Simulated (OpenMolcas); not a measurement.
# Pd⁴⁺ among point charges: CASSCF and CASPT2 levels and susceptibility

Aim: the splitting of the states of Pd⁴⁺ in the field of 4 point charges, its lowest levels with spin-orbit coupling and its magnetic susceptibility.

Method: state-averaged CASSCF and CASPT2, spin-orbit coupling by RASSI with atomic mean-field integrals. Code: OpenMolcas 26.06.

### 1 Starting point

| Property | Result |
| --- | --- |
| Species | Pd⁴⁺ (palladium, Z = 46, 42 electrons) |
| Basis | ANO-RCC-VTZP [7s6p4d2f1g], 68 functions |
| Scalar Hamiltonian | DKH2, point nucleus |
| Inactive shells | 1s 2s 2p 3s 3p 3d 4s 4p |
| Active space | 6 electrons in 5 orbitals (4d) |
| Some configurations of this space | 4d⁶ |
| Orbitals | optimised for each spin and parity, averaged over all roots |

Outer shells as boxes (Hund's rule):

4d6
```
4d [↑↓][↑ ][↑ ][↑ ][↑ ]
```

The ion sits among 4 point charges of -2.5 e arranged as a tetrahedron (Td), 2.1 Å from the ion.

Each step is its own input file, run in one work folder so that later steps find the files of earlier ones. Labels, J, g values, rates, χT and fits are worked out afterwards by a script from the matrices that RASSI stores.

### 2 One- and two-electron integrals

File a.inp:

```
&GATEWAY
Coord
1

Pd 0.0 0.0 0.0
Basis=ANO-RCC-VTZP
Group=NoSym
NoMove
AngMom=0.0 0.0 0.0
AMFI
XField
4 Angstrom 0
1.212436 1.212436 1.212436 -2.500000
1.212436 -1.212436 -1.212436 -2.500000
-1.212436 1.212436 -1.212436 -2.500000
-1.212436 -1.212436 1.212436 -2.500000
&SEWARD
```

The run is started by

```console
> OMP_NUM_THREADS=1 MOLCAS_MEM=1689 MOLCAS_PROJECT=a pymolcas a.inp > a.log
```

### 3 CASSCF: quintets, 5 roots

File a.inp:

```
&RASSCF
FileOrb=start.orb
Symmetry=1
Spin=5
nActEl=6 0 0
Inactive=18
Ras2=5
CIRoot=5 5 1
SDav=5
CIMx=300
Iter=120 100
PrWF=0.3
OrbListing=Nothing
MaxOrb=0
>>> COPY $Project.JobIph JOB001
```

start.orb holds the contracted functions of the basis, ordered by shell, or the orbitals of the step before.

### 4 Reference wave functions, triplets, 45 roots

File a.inp:

```
&RASSCF
FileOrb=start.orb
Symmetry=1
Spin=3
nActEl=6 0 0
Inactive=18
Ras2=5
CIRoot=45 45 1
SDav=45
CIMx=300
Iter=120 100
PrWF=0.3
OrbListing=Nothing
MaxOrb=0
>>> COPY $Project.JobIph JOB002
```

### 5 Reference wave functions, singlets, 50 roots

File a.inp:

```
&RASSCF
FileOrb=start.orb
Symmetry=1
Spin=1
nActEl=6 0 0
Inactive=18
Ras2=5
CIRoot=50 50 1
SDav=50
CIMx=300
Iter=120 100
PrWF=0.3
OrbListing=Nothing
MaxOrb=0
>>> COPY $Project.JobIph JOB003
```

### 6 RASSI: spin-orbit coupling between the states

File a.inp:

```
&RASSI
NrOfJobIphs=3 5 45 50
1 2 3 4 5
1 2 3 4 5 6 7 8 9 10 11 12 13 14 15 16 17 18 19 20 21 22 23 24 25 26 27
28 29 30 31 32 33 34 35 36 37 38 39 40 41 42 43 44 45
1 2 3 4 5 6 7 8 9 10 11 12 13 14 15 16 17 18 19 20 21 22 23 24 25 26 27
28 29 30 31 32 33 34 35 36 37 38 39 40 41 42 43 44 45 46 47 48 49 50
IphNames
JOB001
JOB002
JOB003
EJob
SpinOrbit
DIPRint=1.0
SOCoupling=1000.0
Subsets=2
Property=9
'ANGMOM' 1 'ANGMOM' 2 'ANGMOM' 3 'MLTPL  1' 1 'MLTPL  1' 2 'MLTPL  1' 3
'AMFI' 1 'AMFI' 2 'AMFI' 3
SOProperty=3
'ANGMOM' 1 'ANGMOM' 2 'ANGMOM' 3
```

### 7 CASPT2: IPEA 0.25, imaginary shift 0.1 (closed shells correlated: 4s 4p)

File a.inp:

```
>>> COPY JOB001 $Project.JobIph
&CASPT2
Multistate=5 1 2 3 4 5
NoMult
Frozen=14
IPEA=0.25
Imaginary=0.1
MaxIter=60
WThr=0.0 0.3 0.05
PrWF=0.5
NoMix
>>> COPY JOB002 $Project.JobIph
&CASPT2
Multistate=45 1 2 3 4 5 6 7 8 9 10 11 12 13 14 15 16 17 18 19 20 21 22
23 24 25 26 27 28 29 30 31 32 33 34 35 36 37 38 39 40 41 42 43 44 45
NoMult
Frozen=14
IPEA=0.25
Imaginary=0.1
MaxIter=60
WThr=0.0 0.3 0.05
PrWF=0.5
NoMix
>>> COPY JOB003 $Project.JobIph
&CASPT2
Multistate=50 1 2 3 4 5 6 7 8 9 10 11 12 13 14 15 16 17 18 19 20 21 22
23 24 25 26 27 28 29 30 31 32 33 34 35 36 37 38 39 40 41 42 43 44 45 46
47 48 49 50
NoMult
Frozen=14
IPEA=0.25
Imaginary=0.1
MaxIter=60
WThr=0.0 0.3 0.05
PrWF=0.5
NoMix
```

(Steps that only read results are left out.)

Q: Predict the outcome of this session. Wanted: spin-free ground state; first state of the same spin within the active space; lowest level; next level.

The runs gave:

| quantity | value |
| --- | --- |
| method | SS-CASPT2, IPEA 0.25, imaginary shift 0.1 (closed shells correlated: 4s 4p) |
| spin-free ground state | 5E, 2-fold in its orbital part |
| first state of the same spin within the active space | 5T2 at 2000 cm⁻¹ |
| lowest level | 1-fold A1 |
| next level | 119.2 cm⁻¹ |
| χT at 300 K | 4.98 cm³ K/mol |
| effective moment at 300 K | 6.31 μB |

Cost by method:

```tsv
method	time of its own steps	time with the reference
A. CASSCF	29 s	29 s
B. SS-CASPT2, IPEA 0.25, imaginary shift 0.1, +4s 4p	25 s	53 s
```

Times are of one thread on a shared host.

**Reading.** The spin-free ground state (5E) comes to 100 % from free-ion D terms and keeps the highest spin of the shell. χT at 300 K is 4.98, against 3.01 cm³ K/mol for the spin alone, so orbital moment adds to it. An active space of the d shell alone favours high spin; real ions in strong fields can be low spin. CASPT2 does not keep the components of a term degenerate, and the means are used. An orbital doublet at a regular site is open to a Jahn-Teller distortion, which this geometry leaves out. The field of point charges can differ much from that of real complexes. This is an electrostatic model: the charges have no orbitals.
